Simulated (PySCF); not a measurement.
# Ways to converge the SCF of SnSb

Do solver options change the result for SnSb, or only the number of cycles?

Method: each script names its method and basis; program: PySCF 2.14.0.

2 further runs of the same task are left out: 2 that didn't finish.

**1. Starting geometry**

SnSb: 2 atoms, charge 0, spin multiplicity 2.

Bond lengths: Sn1–Sb2 2.715 Å.

**2. The run that the others are compared with**

Contents of input.py:

```python
from pyscf import gto, dft

mol = gto.M(
    atom='Sn 0 0 0; Sb 0 0 2.715',
    basis='sto-3g',
    charge=0,
    spin=1,
    verbose=4,
)
mf = dft.UKS(mol, xc='mn15l')
mf.kernel()
mf.dip_moment()
print('orbital energies (hartree):', [e[max(0, n-3):n+3].round(4) for e, n in zip(mf.mo_energy, mol.nelec)])
```

The run is started by

```
$ OMP_NUM_THREADS=1 python input.py
```

The log of this run is left out.

Base result: E(SCF) = -12211.686281 Eh, 11 cycles, ⟨S²⟩ = 0.796, μ = 2.08 D.

No relativity is included for the heavy element. The bond length is a typed value, not an optimised one.

**3. Damping 0.5**

Run 1 changes damping: none → 0.5.

Contents of input.py:

```python
from pyscf import gto, dft

mol = gto.M(
    atom='Sn 0 0 0; Sb 0 0 2.715',
    basis='sto-3g',
    charge=0,
    spin=1,
    verbose=4,
)
mf = dft.UKS(mol, xc='mn15l')
mf.damp = 0.5
mf.diis_start_cycle = 8
mf.kernel()
mf.dip_moment()
print('orbital energies (hartree):', [e[max(0, n-3):n+3].round(4) for e, n in zip(mf.mo_energy, mol.nelec)])
```

The run is started by

```
$ OMP_NUM_THREADS=1 python input.py
```

**4. Initial guess 1e**

Run 2 changes initial guess: minao → 1e.

input.py: that of step 2 with these lines changed.

```diff
@@ -10,2 +10,3 @@
 mf = dft.UKS(mol, xc='mn15l')
+mf.init_guess = '1e'
 mf.kernel()
```

Before running it: what results should come out? Wanted: for each run, E(SCF); from base; gap, α spin; SCF dipole.

The runs gave:

```csv
run,E(SCF) (hartree),from base (eV),cycles,"gap, α spin (eV)",SCF dipole (D)
base,-12211.686281,0,11,2.43,2.08
damping 0.5,-12211.686281,0.0000,19,2.43,2.08
initial guess 1e,-12211.686281,0.0000,18,2.43,2.08
```

Distance from each run's final energy (log10 hartree) by cycle:

```csv
run,cycle 1,cycle 2,cycle 3,cycle 5,cycle 8,cycle 12
base,-1.3,0.0,-1.9,-4.0,-6.7,done
damping 0.5,-1.3,-0.9,-0.4,0.0,0.5,-1.7
initial guess 1e,0.2,0.4,-0.2,0.0,-1.2,-4.2
```

In words: No change of the SCF energy comes from damping 0.5 or initial guess 1e. The base needs 11 cycles and the run with damping 0.5 needs 19.
